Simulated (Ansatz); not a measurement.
# SbH2O radical (SMILES [OH][SbH]): functionals against CCSD(T) at one geometry

Aim: energy, forces and dipole at a structure displaced at random from a GFN2-xTB minimum, from CCSD(T) and from density functionals.

Program: Ansatz 0.2.0, Gaussian basis. Level of theory: single points in def2-TZVPP. These are calculated values, not measurements.

Correlated methods freeze the cores. Filled d shells of the heavier atoms are correlated. Core potentials replace the inner electrons past krypton, and spin-orbit coupling is left out. Orbitals are unrestricted.

## Step 1: Where the work starts

SMILES `[OH][SbH]`, 4 atoms, charge 0, spin multiplicity 2.

Atoms are counted from 1 here; the program's logs count them from 0.

Bond lengths: O1–Sb2 2.047 Å, O1–H3 1.163 Å, Sb2–H4 1.863 Å. Angles: Sb2–O1–H3 111.4°, O1–Sb2–H4 82.2°.

Coordinates:

```xyz
4
charge 0, multiplicity 2
O    -0.2050   -0.7994    0.3412
Sb    0.7746    0.8697   -0.3263
H     0.5344   -1.5663    0.8070
H    -0.9611    1.4170   -0.7261
```

## Step 2: CCSD(T)/def2-TZVPP

run/in.yaml

```yaml
crystal:
  periodic: [false, false, false]
  atoms:
    - {symbol: O, position_ang: [-0.205000, -0.799400, 0.341200]}
    - {symbol: Sb, position_ang: [0.774600, 0.869700, -0.326300]}
    - {symbol: H, position_ang: [0.534400, -1.566300, 0.807000]}
    - {symbol: H, position_ang: [-0.961100, 1.417000, -0.726100]}
basis:
  gaussian: {orbitals: def2-TZVPP}
magnetization: {spin_polarized: true, initial_magnetization: 1}
correlation: {method: ccsd_t}
scf: {omitted_lower_state_checks: [cluster_reference]}
output: {forces: true}
```

No record of the launch command was kept for these runs.

## Step 3: PBE0-D4/def2-TZVPP

run/in.yaml, as its differences from that of step 2:

```diff
@@ -10,4 +10,3 @@
 magnetization: {spin_polarized: true, initial_magnetization: 1}
-correlation: {method: ccsd_t}
-scf: {omitted_lower_state_checks: [cluster_reference]}
-output: {forces: true}
+hamiltonian: {xc: pbe0, dispersion: d4}
+output: {forces: true, orbitals: {seedname: orbitals}}
```

## Step 4: wB97M-V/def2-TZVPP

run/in.yaml, as its differences from that of step 3:

```diff
@@ -10,3 +10,3 @@
 magnetization: {spin_polarized: true, initial_magnetization: 1}
-hamiltonian: {xc: pbe0, dispersion: d4}
-output: {forces: true, orbitals: {seedname: orbitals}}
+hamiltonian: {xc: {name: wB97M-V}}
+output: {forces: true}
```

## Step 5: r2SCAN-D4/def2-TZVPP

run/in.yaml, as its differences from that of step 4:

```diff
@@ -10,3 +10,3 @@
 magnetization: {spin_polarized: true, initial_magnetization: 1}
-hamiltonian: {xc: {name: wB97M-V}}
+hamiltonian: {xc: r2scan, dispersion: d4}
 output: {forces: true}
```

## Step 6: PBE-D4/def2-TZVPP

run/in.yaml, as its differences from that of step 5:

```diff
@@ -10,3 +10,3 @@
 magnetization: {spin_polarized: true, initial_magnetization: 1}
-hamiltonian: {xc: r2scan, dispersion: d4}
+hamiltonian: {xc: pbe, dispersion: d4}
 output: {forces: true}
```

## Step 7: BLYP-D4/def2-TZVPP

run/in.yaml, as its differences from that of step 6:

```diff
@@ -10,3 +10,3 @@
 magnetization: {spin_polarized: true, initial_magnetization: 1}
-hamiltonian: {xc: pbe, dispersion: d4}
+hamiltonian: {xc: {name: BLYP}, dispersion: d4}
 output: {forces: true}
```

## Step 8: LC-wPBE/def2-TZVPP

run/in.yaml, as its differences from that of step 7:

```diff
@@ -10,3 +10,3 @@
 magnetization: {spin_polarized: true, initial_magnetization: 1}
-hamiltonian: {xc: {name: BLYP}, dispersion: d4}
+hamiltonian: {xc: {name: LC-wPBE}}
 output: {forces: true}
```

(Steps that only read results are left out.)

What does the calculation give? Wanted: energy less free atoms, CCSD(T)/def2-TZVPP; RMS force component; RMS force error; HOMO and LUMO, PBE0-D4; T1 diagnostic.

The runs gave:

```
                                  quantity                                                                                           value
energy less free atoms, CCSD(T)/def2-TZVPP                                                                                       -9.253 eV
                       RMS force component                                                            2.034 to 2.506 eV/Å over the methods
                           RMS force error  PBE0-D4 0.112, wB97M-V 0.123, r2SCAN-D4 0.057, PBE-D4 0.281, BLYP-D4 0.398, LC-wPBE 0.273 eV/Å
                    HOMO and LUMO, PBE0-D4                                                                              -5.84 and -2.70 eV
                             T1 diagnostic                                                                                           0.020
```

**Reading.** Against CCSD(T) the functionals' energies less atoms differ by -1.061 to -0.074 eV, PBE-D4 by -0.960 eV. The reference is not at the basis limit: in triple zeta CCSD(T) underbinds, which counts against methods that bind more; the gaps are no ranking. On forces the order runs from r2SCAN-D4 to BLYP-D4. Frozen-core CCSD(T) forces in triple zeta carry basis errors of their own, and this is one geometry, so small gaps rank nothing.
